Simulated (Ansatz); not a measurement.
**C2H4FNSi: a ladder of functionals and wavefunction methods**

How much do the methods differ for C2H4FNSi? The plan is to run it at one geometry with functionals of several rungs and with coupled cluster. The yardstick is the atomisation energy at the CCSD(T) limit.

The runs use Ansatz 0.2.0, Gaussian basis; functionals in def2-TZVPP, the program's frozen cores in correlated methods.

Plan: LDA (SPW92), PBE-D4, revPBE-D4, BLYP-D4, r2SCAN-D4, B97M-V, PBE0-D4, B3LYP-D4, r2SCANh-D4, r2SCAN0-D4, HSE06-D4, BHLYP-D4, CAM-B3LYP-D4, LC-ωPBE, ωB97X-V, ωB97M-V, B2PLYP, PBE-QIDH; CCSD(T)/def2-SVP; CCSD(T)/def2-TZVPP; MP2/def2-QZVPP; extrapolation to the limit; RPA on PBE.

**1. The geometry**

The geometry comes from an earlier relaxation with PBE0-D4 in a triple-zeta def2 set; it is a stationary point, not always the lowest conformer.

SMILES `FC1C=N[SiH2]1`, 9 atoms, charge 0, spin multiplicity 1.

Atoms are counted from 1 here; the program's logs count them from 0.

Bond lengths: F1–C2 1.377 Å, C2–C3 1.515 Å, C2–Si5 1.913 Å, C2–H6 1.095 Å, C3–N4 1.282 Å, C3–H7 1.097 Å, N4–Si5 1.786 Å, Si5–H8 1.487 Å, Si5–H9 1.482 Å. Angles: F1–C2–C3 115.7°, F1–C2–Si5 122.9°, F1–C2–H6 108.5°, C3–C2–Si5 79.4°, C3–C2–H6 111.4°, Si5–C2–H6 116.1°, C2–C3–N4 111.5°, C2–C3–H7 124.7°, N4–C3–H7 123.7°, C3–N4–Si5 90.6°, C2–Si5–N4 77.4°, C2–Si5–H8 120.9°, C2–Si5–H9 114.8°, N4–Si5–H8 117.1°, N4–Si5–H9 113.0°, H8–Si5–H9 110.2°.

**2. LDA**

This LDA is Slater exchange with PW92 correlation.

File in.yaml:

```yaml
crystal:
  periodic: [false, false, false]
  atoms:
    - {symbol: F, position_ang: [-1.526678, 1.076656, 0.840384]}
    - {symbol: C, position_ang: [-0.494542, 0.744920, -0.008217]}
    - {symbol: C, position_ang: [0.853252, 0.531405, 0.649724]}
    - {symbol: N, position_ang: [1.390832, -0.570751, 0.274793]}
    - {symbol: Si, position_ang: [-0.123171, -1.055242, -0.540103]}
    - {symbol: H, position_ang: [-0.437840, 1.501738, -0.798065]}
    - {symbol: H, position_ang: [1.331551, 1.239311, 1.337272]}
    - {symbol: H, position_ang: [-0.030524, -1.421991, -1.978175]}
    - {symbol: H, position_ang: [-0.874481, -2.092146, 0.205187]}
basis:
  gaussian: {orbitals: def2-TZVPP}
hamiltonian: {xc: lda}
output: {orbitals: {seedname: orbitals}}
```

Launch:

```sh
$ ansatz run in.yaml --threads 2 --pin off --events-out ev --progress --plain --max-ram 4352MiB
```

The runs that follow: PBE-D4 (GGA); revPBE-D4 (GGA); BLYP-D4 (GGA); r2SCAN-D4 (meta-GGA); B97M-V (meta-GGA); PBE0-D4 (hybrid); B3LYP-D4 (hybrid); r2SCANh-D4 (hybrid); r2SCAN0-D4 (hybrid); HSE06-D4 (hybrid); BHLYP-D4 (hybrid); CAM-B3LYP-D4 (range-separated); LC-ωPBE (range-separated); ωB97X-V (range-separated); ωB97M-V (range-separated); B2PLYP (double hybrid); PBE-QIDH (double hybrid); CCSD(T) in def2-SVP; CCSD(T) in def2-TZVPP; MP2 in def2-QZVPP; RPA on PBE orbitals.

**Question.** What will the summary of the whole plan be? Wanted: atomisation energy, CCSD(T)/CBS; farthest beyond LDA; mean size of error, GGA; mean size of error, meta-GGA; mean size of error, hybrid; mean size of error, range-separated; mean size of error, double hybrid; gap, smallest and largest; T1 diagnostic.

The runs gave:

| quantity | value |
| --- | --- |
| atomisation energy, CCSD(T)/CBS | 35.354 eV |
| functionals within 0.177 eV (0.5 %) | r2SCAN-D4, B97M-V, B3LYP-D4, LC-ωPBE |
| farthest beyond LDA | BHLYP-D4 (-1.344 eV) |
| mean size of error, GGA | 0.558 eV |
| mean size of error, meta-GGA | 0.102 eV |
| mean size of error, hybrid | 0.482 eV |
| mean size of error, range-separated | 0.237 eV |
| mean size of error, double hybrid | 0.263 eV |
| gap, smallest and largest | 3.74 eV (LDA (SPW92)), 11.72 eV (LC-ωPBE) |
| T1 diagnostic | 0.0129 |
| triples share of the correlation energy | 4.1 % |

**Reading.** LDA overbinds by 6.005 eV (17 %). PBE-D4 is off by +1.236 eV. Double hybrids carry the basis error of their MP2 part in triple zeta, and no dispersion term here, so their miss is partly the set-up's. Taken by rung, meta-GGA functionals do best (0.102 eV on average) and GGA ones worst beyond LDA (0.558 eV). The reference freezes the cores and leaves out relativity and excitations past (T), so misses under about 0.177 eV can't be ranked. Hartree-Fock recovers 69 % of the binding; the rest is correlation. CCSD(T) in def2-SVP is off by -2.314 eV, more than most functionals: a good method in a small basis is no reference. The gap grows from 3.7 to 11.7 eV across the functionals, mostly with the share of exact exchange.
